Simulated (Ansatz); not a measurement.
# NaLaS2: the cost of one run

Program: Ansatz 0.2.0. Level of theory: reference: DFT, HSE06, plane waves, PAW. These are calculated values, not measurements.

4 further runs of the same task are left out: 2 for a known fault of the program, 2 that didn't finish.

### 1 Starting point

Symmetry: R-3m, No. 166, trigonal system. Conventional cell: a = 4.225 Å, b = 4.225 Å, c = 19.847 Å, α = 90.00°, β = 90.00°, γ = 120.00°. Na (site symmetry -3m) has 6 S at 3.00 Å as nearest neighbours. La (site symmetry -3m) is surrounded by 6 S at 2.90 Å. S (site symmetry 3m) is surrounded by 3 La at 2.90 Å and 3 Na at 3.00 Å.

As a file:

```
Na La S
1.0
     2.11236    1.21957    6.61551
    -2.11236    1.21957    6.61551
     0.00000   -2.43915    6.61551
Na La S
1 1 2
Direct
  0.00000 0.00000 0.00000
  0.50000 0.50000 0.50000
  0.24557 0.24557 0.24557
  0.75443 0.75443 0.75443
```

### 2 Baseline

File input.yaml:

```yaml
crystal:
  lattice:
    - [2.1123632128, 1.2195734695, 6.6155059818]
    - [-2.1123632128, 1.2195734695, 6.6155059818]
    - [0.0, -2.4391469391, 6.6155059818]
  atoms:
    - { symbol: Na, position: [1.0, 0.0, 0.0] }
    - { symbol: La, position: [0.5, 0.5, 0.5] }
    - { symbol: S, position: [0.245573066, 0.245573066, 0.245573066] }
    - { symbol: S, position: [0.754426934, 0.754426934, 0.754426934] }
kpoints:
  mp_grid: { grid: [4, 4, 4] }
hamiltonian:
  xc: hse06
scf:
  occupations: { method: fixed }
  n_extra_bands: 5
output:
  forces: true
  stress: true
  eigenvalues: true
  write_density: true
  write_potential: true
  elf: true
  volumetric_format: npy
```

Launch:

```
$ ansatz run input.yaml --threads 4 --pin off --max-ram 3686MiB --backend cpu --events-out ev --progress --plain --runs-dir out
```

Q: Estimate wall time and peak memory on 4 threads of an x86-64 CPU, shared host.

About 40 s, with a peak of 1.8 GiB.
